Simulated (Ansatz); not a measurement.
# CsHoCu: the cost of one run

Computed with Ansatz 0.2.0 (DFT PBE, scalar-relativistic, plane waves, PAW; 4f electrons in the core of a trivalent norm-conserving potential, unless a step's input says otherwise).

1 further run of the same task is left out (it didn't finish). Runs told in other sessions of the task aren't counted.

## (1) The starting structure

The structure is hexagonal, space group P-6m2 (No. 187). Conventional cell: a = 4.880 Å, b = 4.880 Å, c = 4.625 Å, α = 90.00°, β = 90.00°, γ = 120.00°. Cs (site symmetry -6m2) has 3 Cu at 2.82 Å and 6 Ho at 3.64 Å in its first shell of neighbours. Ho (site symmetry -6m2) is surrounded by 6 Cu at 3.64 Å and 6 Cs at 3.64 Å. Around Cu (site symmetry -6m2) lie 3 Cs at 2.82 Å and 6 Ho at 3.64 Å.

Coordinates:

```xyz
3
Lattice="4.8798 0.0000 0.0000 -2.4399 4.2260 0.0000 0.0000 0.0000 4.6253" Properties=species:S:1:pos:R:3 pbc="T T T"
Cs    0.0000    0.0000    0.0000
Ho    2.4399    1.4087    2.3127
Cu    0.0000    2.8173    0.0000
```

The cell is invented: species swapped into a database cell of PrSiAg (P-6m2, No. 187), with Ho on the Pr sites, Cs on the Si sites and Cu on the Ag sites. Lengths come from tabulated atomic sizes and are only a guess.

## (2) A first look at the guess

File input.yaml:

```yaml
crystal:
  lattice:
    - [4.87976951, 0.0, 0.0]
    - [-2.43988476, 4.22600436, 0.0]
    - [0.0, 0.0, 4.62530683]
  atoms:
    - { symbol: Cs, position: [0.0, 0.0, 0.0] }
    - { symbol: Ho, position: [0.66666667, 0.33333333, 0.5] }
    - { symbol: Cu, position: [0.33333333, 0.66666667, 0.0] }
basis:
  ecutwfc: 690
kpoints:
  mp_grid: { grid: [6, 6, 4] }
hamiltonian:
  xc: pbe
  pseudopotentials:
    kind: paw
    azcp: { Ho: "pseudopotentials/pbe/nc/lanthanide_3plus/Ho.nc.azcp" }
scf:
  occupations: { method: gaussian, width: 0.1 }
  lower_state_search: "off"
output:
  forces: true
  stress: true
  eigenvalues: true
```

Launch:

```console
$ ansatz run input.yaml --threads 1 --pin off --max-ram 2560MiB --backend cpu --events-out ev --progress --plain --runs-dir out
```

Q: Estimate wall time and peak memory on 1 thread of Intel Xeon at 2.50GHz (Skylake/Cascade Lake), shared host.

About 20 s, with a peak of 0.42 GiB.
